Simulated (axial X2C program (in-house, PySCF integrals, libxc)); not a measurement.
# Linear WCN⁻ at several levels

An exercise on one series of results from a longer session: the logs are not shown, and one member is left open.

Computed with an in-house X2C program for linear molecules on PySCF integrals. Level: all-electron X2C, two-component (2c) or spin-free, W dyall-v3z, C dyall-v3z, N dyall-av3z.

All values are calculated.

2 further runs of the same task are left out: 2 set aside as unsound or not needed.

Set-up of the first run:

Contents of task.json:

```json
{
 "zs": [
  74,
  6,
  7
 ],
 "q": -1,
 "bas": [
  "dyall-v3z",
  "dyall-v3z",
  "dyall-av3z"
 ],
 "r0": [
  2.07,
  1.16
 ],
 "symm": 0,
 "scan": [
  "PBE0",
  "HF",
  "BHandHLYP"
 ],
 "levels": [
  "PBE0",
  "HF",
  "r2SCAN"
 ],
 "nst": 2
}
```

Keys: zs atomic numbers; q charge; bas basis sets; r0 starting distance in Å; symm equal bonds; scan levels of the two-bond scan; levels methods; nst determinants followed.

On the command line:

```
$ python solin.py task.json out
```

Masses W 183.951, C 12.000, N 14.003 u.

Steps of the session up to this table: Scan at PBE0, 2c; Scan at BHandHLYP, 2c; Scan at PBE0, spin-free.

One table of the session follows, with a row left open; its other results are not shown here.

| level | r(W–C) (Å) | lower stretch (cm⁻¹) | upper stretch (cm⁻¹) |
| --- | --- | --- | --- |
| PBE0, 2c | 2.048 | 391.8 | 2104.6 |
| BHandHLYP, 2c | 2.101 | 353.0 | 2185.4 |
| PBE0, spin-free | 2.049 | 393.3 | 2102.9 |
| BHandHLYP, spin-free | ? | ? | ? |

Estimate the missing values for BHandHLYP, spin-free.

As computed: r(W–C) (Å): 2.100; lower stretch (cm⁻¹): 354.8; upper stretch (cm⁻¹): 2183.2. In the column «r(W–C) (Å)» it lies between PBE0, spin-free (2.049) and BHandHLYP, 2c (2.101).

Scans not shown above were run alike.

To keep in mind: For an anion the highest level of a functional can be positive, and the basis then holds the extra electron. The molecule was held linear; bending was not examined, so a bent shape may lie lower.
